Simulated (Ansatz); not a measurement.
# Re3B: the cost of one run

Computed with Ansatz 0.2.0 (DFT PBEsol, scalar-relativistic, plane waves, PAW, unless a step's input says otherwise).

1 further run of the same task is left out (it didn't finish).

## 1. The structure to begin with

Symmetry: Cmcm, No. 63, orthorhombic system. Conventional cell: a = 2.890 Å, b = 9.313 Å, c = 7.258 Å, α = 90.00°, β = 90.00°, γ = 90.00°. Re (site symmetry m2m) has 2 B at 2.23 Å as nearest neighbours. Re (site symmetry m) has 3 B at 2.23 to 2.53 Å as nearest neighbours. Around B (site symmetry m2m) lie 8 Re at 2.23 to 2.53 Å.

As a file:

```
Re B
1.0
     1.44500   -4.65650    0.00000
     1.44500    4.65650    0.00000
     0.00000    0.00000    7.25800
Re B
6 2
Direct
  0.57380 0.42620 0.75000
  0.42620 0.57380 0.25000
  0.86550 0.13450 0.56200
  0.13450 0.86550 0.06200
  0.13450 0.86550 0.43800
  0.86550 0.13450 0.93800
  0.25600 0.74400 0.75000
  0.74400 0.25600 0.25000
```

The structure comes from the Crystallography Open Database.

(A quick probe on a coarse mesh, which set the mesh and smearing, is not shown.)

## 3. Full relaxation

input.yaml reads:

```yaml
crystal:
  lattice:
    - [1.4450001256, -4.6565004048, 0.0]
    - [1.4450001256, 4.6565004048, 0.0]
    - [0.0, 0.0, 7.2580006309]
  atoms:
    - { symbol: Re, position: [0.5738, 0.4262, 0.75] }
    - { symbol: Re, position: [0.4262, 0.5738, 0.25] }
    - { symbol: Re, position: [0.8655, 0.1345, 0.562] }
    - { symbol: Re, position: [0.1345, 0.8655, 0.062] }
    - { symbol: Re, position: [0.1345, 0.8655, 0.438] }
    - { symbol: Re, position: [0.8655, 0.1345, 0.938] }
    - { symbol: B, position: [0.256, 0.744, 0.75] }
    - { symbol: B, position: [0.744, 0.256, 0.25] }
basis:
  ecutwfc: 420
kpoints:
  mp_grid: { grid: [12, 12, 6] }
hamiltonian:
  xc: pbesol
scf:
  occupations: { method: gaussian, width: 0.1 }
output:
  forces: true
  stress: true
  eigenvalues: true
relax:
  adjacent_minimum: "off"
  f_tol: 0.005
  max_steps: 80
  cell: { stress_tol: 0.05 }
```

Command:

```
$ ansatz run input.yaml --threads 4 --pin off --max-ram 10240MiB --backend cpu --events-out ev --progress --plain --runs-dir out
```

Q: Estimate wall time and peak memory on 4 threads of Intel Xeon Platinum 8488C (Sapphire Rapids), shared host.

About 71 s, with a peak of 1 GiB.
